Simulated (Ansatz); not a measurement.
# BBrF2: the cost of one run

Method: PBE0-D4/def2-TZVP structures, single points in def2-TZVPP, no counterpoise correction; program: Ansatz 0.2.0, Gaussian basis.

Levels: SPW92, PBE-D4, BLYP-D4, r2SCAN-D4, B97M-V, PBE0-D4, B3LYP-D4, r2SCAN0-D4, BHLYP-D4, CAM-B3LYP-D4, wB97X-V, wB97M-V, B2PLYP, PBE-QIDH, RPA on PBE, Hartree-Fock, MP2, CCSD, CCSD(T).

Correlated methods freeze the cores. Filled d shells of the heavier atoms are correlated. B3LYP uses VWN-RPA correlation. B2PLYP carries no dispersion term here.

95 further runs of the same task are left out: 1 that didn't finish, 94 set aside as unsound or not needed.

## 1. The starting structure

The complex: 6 atoms, charge 0, spin multiplicity 1.

Atoms are counted from 1 here; the program's logs count them from 0.

Bond lengths: B1–F3 1.309 Å, B1–F4 1.309 Å, B1–Br6 1.904 Å, H2–H5 0.747 Å. Angles: F3–B1–F4 119.3°, F3–B1–Br6 120.4°, F4–B1–Br6 120.4°.

Coordinates:

| atom | x (Å) | y (Å) | z (Å) |
| --- | --- | --- | --- |
| B1 | 0.3407 | -0.8399 | 0.4018 |
| H2 | -1.2692 | 1.3864 | -0.8942 |
| F3 | 0.0838 | -1.4757 | -0.7132 |
| F4 | -0.5831 | -0.7706 | 1.3266 |
| H5 | -0.6181 | 1.7415 | -0.8041 |
| Br6 | 2.0458 | -0.0417 | 0.6832 |

Its parts: BBrF2 holds atoms 1, 3, 4, 6; H2 holds atoms 2, 5. Each part counts its atoms afresh in its own runs.

## 2. Relaxing BBrF2 alone

The input, relax-a/in.yaml:

```yaml
crystal:
  periodic: [false, false, false]
  atoms:
    - {symbol: B, position_ang: [0.340725, -0.839933, 0.401756]}
    - {symbol: F, position_ang: [0.083786, -1.475718, -0.713235]}
    - {symbol: F, position_ang: [-0.583066, -0.770615, 1.326552]}
    - {symbol: Br, position_ang: [2.045787, -0.041662, 0.683236]}
basis:
  gaussian: {orbitals: def2-TZVP}
hamiltonian: {xc: pbe0, dispersion: d4}
relax: {f_tol: 0.005, max_steps: 200}
```

On the command line:

```console
$ ansatz run in.yaml --threads 4 --pin off --events-out ev --progress --plain --max-ram 9574MiB
```

**Question.** How long does this run take on 4 threads of Arm Neoverse V2, shared host?

About 5 s.
